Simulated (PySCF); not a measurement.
# [LuF2]+: other functionals and bases at one geometry

An exercise on one series of results from a longer session: the logs are not shown, and one member is left open.

The runs use PySCF 2.14.0; several levels, as the steps say, no spin–orbit coupling.

1 further run of the same task is left out (for a known fault of the program).

### Where the work starts

3 atoms, charge 1, spin multiplicity 1.

Bond lengths: Lu1–F2 1.867 Å, Lu1–F3 1.867 Å. Angles: F2–Lu1–F3 109.6°.

Coordinates:

```
Lu    0.0000    0.0000   -0.3121
F     1.5251    0.0000    0.7645
F    -1.5251    0.0000    0.7645
```

Formal oxidation states: Lu +3. An earlier session relaxed this geometry at PBE0, Lu def2-SVP with ECP28, F def2-SVP (singlet, point group C2v).

At PBE0 on the finer grid: E = -1435.339344 Eh, HOMO -16.39 eV, LUMO -8.69 eV, Mulliken charge on Lu1 +1.71 e, largest force component 0.010 eV/Å. 

Levels to run: revPBE; r2SCAN; PBE0, TZVP. Hardware: 2 threads of Intel Xeon Platinum 8488C (Sapphire Rapids), shared host.

The first run:

The input, run.py (the lines that set the calculation):

```python
mol = gto.M(atom='''
Lu     0.00000     0.00000    -0.31210
F      1.52509     0.00000     0.76448
F     -1.52509     0.00000     0.76448''',
    basis={'Lu': 'def2-SVP', 'F': 'def2-SVP'},
    ecp={'Lu': 'def2-SVP'},
    charge=1, spin=0)
mf = dft.RKS(mol, xc='PBE_R,PBE')
mf.grids.atom_grid = (75, 302)  # f atoms: unpruned, at least (60, 302)
mf = mf.density_fit()  # fitting sets: Lu def2-universal-JKFIT, F def2-universal-JKFIT
mf.conv_tol = 1e-08; mf.max_cycle = 55
mf.kernel(dm0)  # dm0: the density of the relaxed state
```

The run is started by

```sh
> OMP_NUM_THREADS=2 python run.py
```

Among the steps run: revPBE; r2SCAN; PBE0, TZVP.

One of the session's tables, all rows but one given; the rest of the session is left out.

| level | HOMO (eV) | gap (eV) | charge on Lu1 (e) | dipole (D) | largest force component (eV/Å) |
| --- | --- | --- | --- | --- | --- |
| PBE0 (relaxed here) | -16.39 | 7.71 | 1.71 | 6.07 | 0.01 |
| revPBE | ? | ? | ? | ? | ? |
| r2SCAN | -14.85 | 5.95 | 1.68 | 5.90 | 0.13 |
| PBE0, TZVP | -16.49 | 7.81 | 1.83 | 6.13 | 0.27 |

Q: Estimate the row for revPBE from the others.

As computed: HOMO (eV): -14.34; gap (eV): 4.93; charge on Lu1 (e): 1.59; dipole (D): 5.56; largest force component (eV/Å): 0.74. In the column «HOMO (eV)» it is the highest.

The dipole of a charged species depends on the origin, so these sizes hold for this origin alone.

In one basis the HOMO–LUMO gap runs from 4.93 eV (revPBE) to 7.71 eV (PBE0). The largest leftover force, 0.74 eV/Å with revPBE, stands at a geometry relaxed at another level. Total energies of different levels can't be compared.
